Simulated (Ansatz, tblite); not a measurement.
# Cis-PdH2(NH3)2 (PdN2H8): rung by rung

How do method and basis change the picture of cis-PdH2(NH3)2 (PdN2H8) (singlet)?

The runs use Ansatz 0.2.0, Gaussian basis; as each input shows.

Plan: GFN1-xTB, GFN2-xTB, PBE-D4/def2-TZVP, r2SCAN-D4/def2-TZVP, B3LYP-D4/def2-TZVP, B2PLYP/def2-TZVP, LC-ωPBE/def2-TZVP, PBE-D4/def2-SVP, PBE0-D4/def2-SVP, CCSD(T)/def2-TZVP, RPA/def2-TZVP.

3 further runs of the same task are left out: 3 set aside as unsound or not needed.

**1. The geometry**

The singlet was relaxed beforehand with r2SCAN-D4/def2-SVP.

11 atoms, charge 0, spin multiplicity 1.

Bond lengths: N1–Pd3 2.217 Å, N1–H6 1.021 Å, N1–H7 1.022 Å, N1–H8 1.021 Å, N2–Pd3 2.217 Å, N2–H9 1.021 Å, N2–H10 1.021 Å, N2–H11 1.022 Å, Pd3–H4 1.541 Å, Pd3–H5 1.541 Å. Angles: Pd3–N1–H6 107.1°, Pd3–N1–H7 121.8°, Pd3–N1–H8 107.0°, H6–N1–H7 106.9°, H6–N1–H8 106.2°, H7–N1–H8 106.9°, Pd3–N2–H9 107.0°, Pd3–N2–H10 107.1°, Pd3–N2–H11 121.8°, H9–N2–H10 106.2°, H9–N2–H11 106.9°, H10–N2–H11 106.9°, N1–Pd3–N2 96.6°, N1–Pd3–H4 171.5°, N1–Pd3–H5 91.9°, N2–Pd3–H4 91.9°, N2–Pd3–H5 171.5°, H4–Pd3–H5 79.7°.

Coordinates:

```mol
H8N2Pd
  3D, bonds by distance, orders not assigned

 11 10  0  0  0  0  0  0  0  0999 V2000
   -1.5318    0.8041    0.0706 N   0  0
    0.8169   -1.5221   -0.1166 N   0  0
    0.6817    0.6847    0.0440 Pd  0  0
    2.2157    0.8291    0.0418 H   0  0
    0.8156    2.2159    0.1529 H   0  0
   -1.7958    1.2894    0.9297 H   0  0
   -2.1168   -0.0314    0.0095 H   0  0
   -1.8079    1.4170   -0.6984 H   0  0
    1.3832   -1.8449    0.6698 H   0  0
    1.3560   -1.7296   -0.9591 H   0  0
   -0.0169   -2.1121   -0.1443 H   0  0
  1  3  8  0
  1  6  8  0
  1  7  8  0
  1  8  8  0
  2  3  8  0
  2  9  8  0
  2 10  8  0
  2 11  8  0
  3  4  8  0
  3  5  8  0
M  END
```

Pd takes a core potential in the def2 sets. No spin-orbit coupling is included.

PBE0-D4/def2-TZVP was run before; its log isn't repeated, and its numbers join the tables.

**2. GFN1-xTB**

Tight binding, by tblite at 300 K electronic temperature and without a spin-polarisation term:

```python
tblite.interface.Calculator('GFN1-xTB', numbers, positions, charge=0, uhf=0).singlepoint()
```

Energy -413.3172 eV, HOMO -9.04 eV, LUMO -5.01 eV; 0.005 s.

**3. GFN2-xTB**

Tight binding, by tblite at 300 K electronic temperature and without a spin-polarisation term:

```python
tblite.interface.Calculator('GFN2-xTB', numbers, positions, charge=0, uhf=0).singlepoint()
```

Energy -393.6632 eV, HOMO -8.50 eV, LUMO -4.40 eV; 0.003 s.

**4. PBE-D4/def2-TZVP**

start.molden holds the orbitals of an earlier run on this state, given as this run's starting guess.

Input file in.yaml:

```yaml
crystal:
  periodic: [false, false, false]
  atoms:
    - {symbol: N, position_ang: [-1.531771, 0.804082, 0.070648]}
    - {symbol: N, position_ang: [0.816937, -1.522123, -0.116597]}
    - {symbol: Pd, position_ang: [0.681664, 0.684741, 0.043963]}
    - {symbol: H, position_ang: [2.215711, 0.829064, 0.041845]}
    - {symbol: H, position_ang: [0.815567, 2.215858, 0.152913]}
    - {symbol: H, position_ang: [-1.795829, 1.289443, 0.929716]}
    - {symbol: H, position_ang: [-2.116798, -0.031435, 0.009454]}
    - {symbol: H, position_ang: [-1.807879, 1.416983, -0.698354]}
    - {symbol: H, position_ang: [1.383245, -1.844900, 0.669830]}
    - {symbol: H, position_ang: [1.356043, -1.729576, -0.959074]}
    - {symbol: H, position_ang: [-0.016900, -2.112147, -0.144345]}
basis:
  gaussian: {orbitals: def2-TZVP, initial_orbitals: start.molden}
hamiltonian: {xc: pbe, dispersion: d4}
scf: {omitted_lower_state_checks: [starts]}
output: {forces: true, orbitals: {seedname: orbitals}}
```

Launch:

```sh
ansatz run in.yaml --threads 2 --pin off --events-out ev --progress --plain --max-ram 4352MiB
```

The runs that follow: r2SCAN-D4/def2-TZVP; B3LYP-D4/def2-TZVP; B2PLYP/def2-TZVP; LC-ωPBE/def2-TZVP; PBE-D4/def2-SVP; PBE0-D4/def2-SVP; CCSD(T)/def2-TZVP; RPA/def2-TZVP.

Before running them: what should the planned runs give, taken together? Wanted: gap in def2-TZVP, named functionals, smallest and largest; correlation energy, CCSD(T)/def2-TZVP; binding an atom, CCSD(T)/def2-TZVP; PBE0 total energy, smallest basis above largest.

The runs gave:

| quantity | value |
| --- | --- |
| gap in def2-TZVP, named functionals, smallest and largest | 3.02 eV (PBE-D4), 9.51 eV (LC-ωPBE) |
| correlation energy, CCSD(T)/def2-TZVP | -28.47 eV |
| binding an atom, CCSD(T)/def2-TZVP | 2.893 eV |
| PBE0 total energy, smallest basis above largest | 4.55 eV (def2-SVP, def2-TZVP) |

What this shows: Orbital gaps of the named functionals in def2-TZVP span 3.02 eV (PBE-D4) to 9.51 eV (LC-ωPBE); exact exchange widens it. The functionals in def2-TZVP miss CCSD(T)/def2-TZVP by +0.047 (LC-ωPBE) to +0.178 eV (PBE-D4) an atom. The reference is CCSD(T) in one finite basis, so it carries an error of its own, often a tenth of an eV or more, and near misses can't be ranked.
